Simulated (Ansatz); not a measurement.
# C₇H₁₂: one species, many methods

Aim: compute C₇H₁₂ with functionals from several rungs and with coupled cluster, and see how far each lands from CCSD(T) at the basis-set limit for the atomisation energy.

Computed with Ansatz 0.2.0, Gaussian basis. Level: functionals in def2-TZVPP, the program's frozen cores in correlated methods.

The runs, in order: LDA (SPW92), PBE-D4, revPBE-D4, BLYP-D4, r2SCAN-D4, B97M-V, PBE0-D4, B3LYP-D4, r2SCANh-D4, r2SCAN0-D4, HSE06-D4, BHLYP-D4, CAM-B3LYP-D4, LC-ωPBE, ωB97X-V, ωB97M-V, B2PLYP, PBE-QIDH; CCSD(T)/def2-SVP; CCSD(T)/def2-TZVPP; MP2/def2-QZVPP; extrapolation to the limit; RPA on PBE.

## 1. The geometry

An earlier PBE0-D4 in a triple-zeta def2 set relaxation fixed the geometry.

SMILES `CC=C1CCCC1`, 19 atoms, charge 0, spin multiplicity 1.

Atoms are counted from 1 here; the program's logs count them from 0.

Bond lengths: C1–C2 1.491 Å, C1–H8 1.091 Å, C1–H9 1.095 Å, C1–H10 1.095 Å, C2–C3 1.329 Å, C2–H11 1.089 Å, C3–C4 1.514 Å, C3–C7 1.510 Å, C4–C5 1.531 Å, C4–H12 1.096 Å, C4–H13 1.093 Å, C5–C6 1.526 Å, C5–H14 1.095 Å, C5–H15 1.092 Å, C6–C7 1.527 Å, C6–H16 1.092 Å, C6–H17 1.095 Å, C7–H18 1.097 Å and more. Angles: C2–C1–H8 112.1°, C2–C1–H9 111.1°, C2–C1–H10 111.2°, H8–C1–H9 107.8°, H8–C1–H10 107.9°, H9–C1–H10 106.5°, C1–C2–C3 125.8°, C1–C2–H11 116.2°, C3–C2–H11 118.0°, C2–C3–C4 126.4°, C2–C3–C7 125.1°, C4–C3–C7 108.4°, C3–C4–C5 104.7°, C3–C4–H12 109.8°, C3–C4–H13 112.8°, C5–C4–H12 110.2°, C5–C4–H13 112.8°, H12–C4–H13 106.6° and more.

Geometry (Å):

```mol
C7H12
  3D, bonds by distance, orders not assigned

 19 19  0  0  0  0  0  0  0  0999 V2000
   -0.8464   -2.4258   -1.0242 C   0  0
   -1.1465   -1.3001   -0.0938 C   0  0
   -0.3637   -0.2514    0.1349 C   0  0
    0.9721    0.0332   -0.5185 C   0  0
    1.5011    1.2765    0.2015 C   0  0
    0.2352    2.0152    0.6268 C   0  0
   -0.6848    0.8832    1.0787 C   0  0
    0.1119   -2.2961   -1.5290 H   0  0
   -1.6203   -2.5195   -1.7936 H   0  0
   -0.8195   -3.3834   -0.4931 H   0  0
   -2.0957   -1.3553    0.4367 H   0  0
    0.8256    0.2471   -1.5838 H   0  0
    1.6604   -0.8136   -0.4612 H   0  0
    2.0645    0.9784    1.0920 H   0  0
    2.1679    1.8783   -0.4189 H   0  0
    0.4111    2.7648    1.4009 H   0  0
   -0.2022    2.5278   -0.2368 H   0  0
   -0.4264    0.5941    2.1053 H   0  0
   -1.7443    1.1467    1.0762 H   0  0
  1  2  8  0
  2  3  8  0
  3  4  8  0
  4  5  8  0
  5  6  8  0
  6  7  8  0
  1  8  8  0
  1  9  8  0
  1 10  8  0
  2 11  8  0
  4 12  8  0
  4 13  8  0
  5 14  8  0
  5 15  8  0
  6 16  8  0
  6 17  8  0
  7 18  8  0
  7 19  8  0
  3  7  8  0
M  END
```

## 2. LDA

This LDA is Slater exchange with PW92 correlation.

Contents of in.yaml:

```yaml
crystal:
  periodic: [false, false, false]
  atoms:
    - {symbol: C, position_ang: [-0.846439, -2.425787, -1.024229]}
    - {symbol: C, position_ang: [-1.146550, -1.300142, -0.093830]}
    - {symbol: C, position_ang: [-0.363745, -0.251402, 0.134904]}
    - {symbol: C, position_ang: [0.972083, 0.033224, -0.518460]}
    - {symbol: C, position_ang: [1.501141, 1.276451, 0.201541]}
    - {symbol: C, position_ang: [0.235196, 2.015247, 0.626774]}
    - {symbol: C, position_ang: [-0.684808, 0.883192, 1.078674]}
    - {symbol: H, position_ang: [0.111928, -2.296097, -1.529037]}
    - {symbol: H, position_ang: [-1.620262, -2.519537, -1.793613]}
    - {symbol: H, position_ang: [-0.819470, -3.383383, -0.493091]}
    - {symbol: H, position_ang: [-2.095684, -1.355340, 0.436684]}
    - {symbol: H, position_ang: [0.825595, 0.247082, -1.583824]}
    - {symbol: H, position_ang: [1.660379, -0.813557, -0.461238]}
    - {symbol: H, position_ang: [2.064545, 0.978379, 1.092014]}
    - {symbol: H, position_ang: [2.167874, 1.878336, -0.418911]}
    - {symbol: H, position_ang: [0.411096, 2.764773, 1.400925]}
    - {symbol: H, position_ang: [-0.202164, 2.527814, -0.236811]}
    - {symbol: H, position_ang: [-0.426375, 0.594072, 2.105315]}
    - {symbol: H, position_ang: [-1.744339, 1.146694, 1.076220]}
basis:
  gaussian: {orbitals: def2-TZVPP}
hamiltonian: {xc: lda}
output: {orbitals: {seedname: orbitals}}
```

Started as:

```sh
> ansatz run in.yaml --threads 2 --pin off --events-out ev --progress --plain --max-ram 32768MiB --backend cuda --devices 0, --max-vram 18GiB
```

Further steps of the session: PBE-D4 (GGA); revPBE-D4 (GGA); BLYP-D4 (GGA); r2SCAN-D4 (meta-GGA); B97M-V (meta-GGA); PBE0-D4 (hybrid); B3LYP-D4 (hybrid); r2SCANh-D4 (hybrid); r2SCAN0-D4 (hybrid); HSE06-D4 (hybrid); BHLYP-D4 (hybrid); CAM-B3LYP-D4 (range-separated); LC-ωPBE (range-separated); ωB97X-V (range-separated); ωB97M-V (range-separated); B2PLYP (double hybrid); PBE-QIDH (double hybrid); CCSD(T) in def2-SVP; CCSD(T) in def2-TZVPP; MP2 in def2-QZVPP; RPA on PBE orbitals.

Before running them: what should the planned runs give, taken together? Wanted: atomisation energy, CCSD(T)/CBS; farthest beyond LDA; mean size of error, GGA; mean size of error, meta-GGA; mean size of error, hybrid; mean size of error, range-separated; mean size of error, double hybrid; gap, smallest and largest; T1 diagnostic.

As calculated:

```
                               quantity                                                                                                         value
        atomisation energy, CCSD(T)/CBS                                                                                                 7991.0 kJ/mol
 functionals within 40.0 kJ/mol (0.5 %)  revPBE-D4, BLYP-D4, r2SCAN-D4, B97M-V, B3LYP-D4, r2SCANh-D4, r2SCAN0-D4, LC-ωPBE, ωB97X-V, ωB97M-V, PBE-QIDH
                    farthest beyond LDA                                                                                        PBE-D4 (+195.6 kJ/mol)
                mean size of error, GGA                                                                                                   82.5 kJ/mol
           mean size of error, meta-GGA                                                                                                   31.4 kJ/mol
             mean size of error, hybrid                                                                                                   71.4 kJ/mol
    mean size of error, range-separated                                                                                                   31.2 kJ/mol
      mean size of error, double hybrid                                                                                                   48.0 kJ/mol
              gap, smallest and largest                                                                     4.91 eV (LDA (SPW92)), 11.98 eV (LC-ωPBE)
                          T1 diagnostic                                                                                                        0.0095
triples share of the correlation energy                                                                                                         4.2 %
```

The LDA atomisation energy is off by 1119.3 kJ/mol (14 %): it overbinds. PBE-D4 is off by +195.6 kJ/mol. Double hybrids carry the basis error of their MP2 part in triple zeta, and no dispersion term here, so their miss is partly the set-up's. The rungs range-separated, meta-GGA miss on average by less than the doubt on the reference (40.0 kJ/mol), so they tie. Misses under about 40.0 kJ/mol are within the doubt on the reference itself, which lacks core-valence correlation, relativity and higher excitations. Hartree-Fock recovers 76 % of the binding; the rest is correlation. CCSD(T) in def2-SVP is off by -264.7 kJ/mol, worse than the median functional, from the basis alone. The gap grows from 4.9 to 12.0 eV across the functionals, mostly with the share of exact exchange.
